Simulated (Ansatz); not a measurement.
**Ti (Ti (0001), 7 layers): how the settings move a single-point run**

How sensitive is a single-point run of Ti (Ti (0001), 7 layers) to its settings? A reference run comes first, then one run with altered input.

Computed with Ansatz 0.2.0 (reference: DFT, PBE, PAW with Ansatz's default frozen-core files, scalar-relativistic, unless a step's input says otherwise).

## Step 1: Starting point

The structure is hexagonal, space group P-6m2 (No. 187). Conventional cell: a = 2.940 Å, b = 2.940 Å, c = 29.944 Å, α = 90.00°, β = 90.00°, γ = 120.00°. Around Ti (site symmetry 3m) lie 9 Ti at 2.88 to 2.94 Å. Ti (site symmetry 3m) has 12 Ti at 2.88 to 2.94 Å as nearest neighbours. Ti (site symmetry -6m2) is surrounded by 12 Ti at 2.88 to 2.94 Å.

Structure file:

```cif
data_structure
_symmetry_space_group_name_H-M 'P 1'
_symmetry_Int_Tables_number 1
_cell_length_a 2.9399
_cell_length_b 2.9399
_cell_length_c 29.9436
_cell_angle_alpha 90.000
_cell_angle_beta 90.000
_cell_angle_gamma 120.000
_cell_volume 224.14
loop_
_atom_site_label
_atom_site_type_symbol
_atom_site_fract_x
_atom_site_fract_y
_atom_site_fract_z
_atom_site_occupancy
Ti1 Ti 0.00000 0.00000 0.26717 1
Ti2 Ti 0.33333 0.66667 0.34478 1
Ti3 Ti 0.00000 0.00000 0.42239 1
Ti4 Ti 0.33333 0.66667 0.50000 1
Ti5 Ti 0.00000 0.00000 0.57761 1
Ti6 Ti 0.33333 0.66667 0.65522 1
Ti7 Ti 0.00000 0.00000 0.73283 1
```

## Step 2: Reference

Contents of input.yaml:

```yaml
crystal:
  lattice:
    - [2.9399472401, 0.0, 0.0]
    - [-1.46997362, 2.5460689957, 0.0]
    - [0.0, 0.0, 29.9436]
  atoms:
    - { symbol: Ti, position: [0.0, 0.0, 0.2671688013] }
    - { symbol: Ti, position: [0.333333334, 0.666666666, 0.3447792008] }
    - { symbol: Ti, position: [0.0, 0.0, 0.4223896004] }
    - { symbol: Ti, position: [0.333333334, 0.666666666, 0.5] }
    - { symbol: Ti, position: [0.0, 0.0, 0.5776103996] }
    - { symbol: Ti, position: [0.333333334, 0.666666666, 0.6552207992] }
    - { symbol: Ti, position: [0.0, 0.0, 0.7328311987] }
kpoints:
  mp_grid: { grid: [13, 13, 1] }
scf:
  occupations: { method: fermi_dirac, width: 0.05 }
hamiltonian:
  xc: pbe
  pseudopotentials: { kind: paw }
output:
  forces: true
  stress: true
  eigenvalues: true
  populations: true
efield:
  axis: 3
  amplitude: 0
  dipole_correction: true
```

Launch:

```
$ ansatz run input.yaml --threads 3 --pin off --max-ram 8192MiB --backend cpu --events-out ev --progress --plain --runs-dir out
```

## Step 3: Variant: starting moments, dispersion d3bjatm, spin_polarized true

Contents of input.yaml:

```yaml
crystal:
  lattice:
    - [2.9399472401, 0.0, 0.0]
    - [-1.46997362, 2.5460689957, 0.0]
    - [0.0, 0.0, 29.9436]
  atoms:
    - { symbol: Ti, position: [0.0, 0.0, 0.2671688013], spin: 0.2 }
    - { symbol: Ti, position: [0.333333334, 0.666666666, 0.3447792008], spin: 0.2 }
    - { symbol: Ti, position: [0.0, 0.0, 0.4223896004], spin: 0.2 }
    - { symbol: Ti, position: [0.333333334, 0.666666666, 0.5], spin: 0.2 }
    - { symbol: Ti, position: [0.0, 0.0, 0.5776103996], spin: 0.2 }
    - { symbol: Ti, position: [0.333333334, 0.666666666, 0.6552207992], spin: 0.2 }
    - { symbol: Ti, position: [0.0, 0.0, 0.7328311987], spin: 0.2 }
kpoints:
  mp_grid: { grid: [13, 13, 1] }
scf:
  occupations: { method: fermi_dirac, width: 0.05 }
hamiltonian:
  xc: pbe
  pseudopotentials: { kind: paw }
  dispersion: d3bjatm
output:
  forces: true
  stress: true
  eigenvalues: true
  populations: true
  write_density: true
  write_potential: true
  elf: true
  volumetric_format: npy
efield:
  axis: 3
  amplitude: 0
  dipole_correction: true
magnetization:
  spin_polarized: true
```

Q: Predict the outcome of this session. Wanted: for each run, ending; energy change; abs. moment; force.

As calculated:

| run | ending | energy change | abs. moment (μB) | force (eV/Å) | cycles | time |
| --- | --- | --- | --- | --- | --- | --- |
| reference | converged | 0 | 0.00 | 0.62 | 9 | 12 s |
| 1: starting moments, dispersion d3bjatm, spin_polarized true | converged | -480.2 meV/atom (offset of the dispersion model) | 2.17 | 0.58 | 32 | 1.7 min |

Times don't compare one to one where runs were asked for different outputs or read a saved state (see the inputs); cycles may leave out searches for a lower state.

Residual by cycle in the longest SCF loop of each run; runs are numbered as in the table. The quantity is the density residual dr2, in eV.

```csv
cycle,reference,run 1
1,5.85,59.8
4,0.0013,0.21
7,1.5e-6,3.0e-4
9,4.2e-8,3.5e-4
12,-,0.00173
15,-,2.8e-5
18,-,3.0e-4
21,-,2.0e-5
24,-,5.9e-8
26,-,1.5e-8
29,-,3.8e-8
32,-,9.7e-9
```

The energy moves by -480.2 meV/atom, nearly all of it the dispersion term itself (-475.8 meV/atom); that offset belongs to the model and is no gain or loss of stability; the absolute moment goes from 0.00 to 2.17 μB and the largest force goes from 0.62 to 0.58 eV/Å.
